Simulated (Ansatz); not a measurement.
# C₂H₃Cl₂Si radical: one species, many methods

One table from this session's results is given with a row withheld; the runs are named, their logs left out.

The runs use Ansatz 0.2.0, Gaussian basis; functionals in def2-TZVPP, the program's frozen cores in correlated methods.

Plan: LDA (SPW92), PBE-D4, revPBE-D4, BLYP-D4, r2SCAN-D4, B97M-V, PBE0-D4, B3LYP-D4, r2SCANh-D4, r2SCAN0-D4, HSE06-D4, BHLYP-D4, CAM-B3LYP-D4, LC-ωPBE, ωB97X-V, ωB97M-V, B2PLYP, PBE-QIDH; CCSD(T)/def2-SVP; CCSD(T)/def2-TZVPP; MP2/def2-QZVPP; extrapolation to the limit; RPA on PBE.

### Structure used throughout

All runs share one geometry, relaxed beforehand with PBE0-D4 in a triple-zeta def2 set.

SMILES `[CH]=C[SiH](Cl)Cl`, 8 atoms, charge 0, spin multiplicity 2.

Atoms are counted from 1 here; the program's logs count them from 0.

Bond lengths: C1–C2 1.302 Å, C1–H6 1.081 Å, C2–Si3 1.849 Å, C2–H7 1.096 Å, Si3–Cl4 2.046 Å, Si3–Cl5 2.046 Å, Si3–H8 1.473 Å. Angles: C2–C1–H6 140.4°, C1–C2–Si3 119.3°, C1–C2–H7 121.6°, Si3–C2–H7 119.1°, C2–Si3–Cl4 109.6°, C2–Si3–Cl5 109.6°, C2–Si3–H8 111.7°, Cl4–Si3–Cl5 108.1°, Cl4–Si3–H8 108.9°, Cl5–Si3–H8 108.9°.

Set-up of the first run:

Contents of in.yaml:

```yaml
crystal:
  periodic: [false, false, false]
  atoms:
    - {symbol: C, position_ang: [-0.467204, 1.549841, 0.659263]}
    - {symbol: C, position_ang: [-0.193615, 0.279140, 0.737886]}
    - {symbol: Si, position_ang: [0.301599, -0.635846, -0.791093]}
    - {symbol: Cl, position_ang: [-1.013128, -2.166627, -1.130880]}
    - {symbol: Cl, position_ang: [2.164150, -1.443534, -0.534591]}
    - {symbol: H, position_ang: [-0.772548, 2.376448, 1.285646]}
    - {symbol: H, position_ang: [-0.249630, -0.262110, 1.689032]}
    - {symbol: H, position_ang: [0.322478, 0.245591, -1.971064]}
basis:
  gaussian: {orbitals: def2-TZVPP}
magnetization: {spin_polarized: true, initial_magnetization: 1}
hamiltonian: {xc: lda}
output: {orbitals: {seedname: orbitals}}
```

Started as:

```bash
ansatz run in.yaml --threads 4 --pin off --events-out ev --progress --plain --max-ram 10444MiB
```

Among the steps run: LDA; PBE-D4 (GGA); revPBE-D4 (GGA); BLYP-D4 (GGA); r2SCAN-D4 (meta-GGA); B97M-V (meta-GGA); PBE0-D4 (hybrid); B3LYP-D4 (hybrid); r2SCANh-D4 (hybrid); r2SCAN0-D4 (hybrid); HSE06-D4 (hybrid); BHLYP-D4 (hybrid); CAM-B3LYP-D4 (range-separated); LC-ωPBE (range-separated); ωB97X-V (range-separated); ωB97M-V (range-separated); B2PLYP (double hybrid); PBE-QIDH (double hybrid).

One of the session's tables, all rows but one given; the rest of the session is left out.

It belongs to the step «Orbital energies across the functionals». 

```
  functional  HOMO (eV)  LUMO (eV)  gap (eV)
 LDA (SPW92)      -5.66      -4.09      1.57
      PBE-D4      -5.71      -3.55      2.16
   revPBE-D4      -5.69      -3.40      2.28
     BLYP-D4      -5.54      -3.60      1.94
   r2SCAN-D4      -6.18      -2.86      3.33
      B97M-V      -5.99      -3.32      2.68
     PBE0-D4      -7.17      -2.34      4.83
    B3LYP-D4          ?          ?         ?
  r2SCANh-D4      -6.71      -2.45      4.26
  r2SCAN0-D4      -7.51      -1.86      5.65
    HSE06-D4      -6.76      -2.73      4.03
    BHLYP-D4      -8.48      -1.29      7.18
CAM-B3LYP-D4      -8.50      -1.37      7.13
     LC-ωPBE      -9.96       0.18     10.14
     ωB97X-V      -9.44      -0.40      9.04
     ωB97M-V      -9.16      -0.52      8.64
```

**Question.** Estimate the row for B3LYP-D4.

Worked estimate for «HOMO (eV)». Against the share of exact exchange, BLYP-D4 (0, -5.54), BHLYP-D4 (0.5, -8.48) give a slope of -5.88 per unit share; at 0.2 the line stands at -6.72.

As computed: HOMO (eV): -6.86; LUMO (eV): -2.83; gap (eV): 4.03. In «HOMO (eV)» the line misses by +0.14.
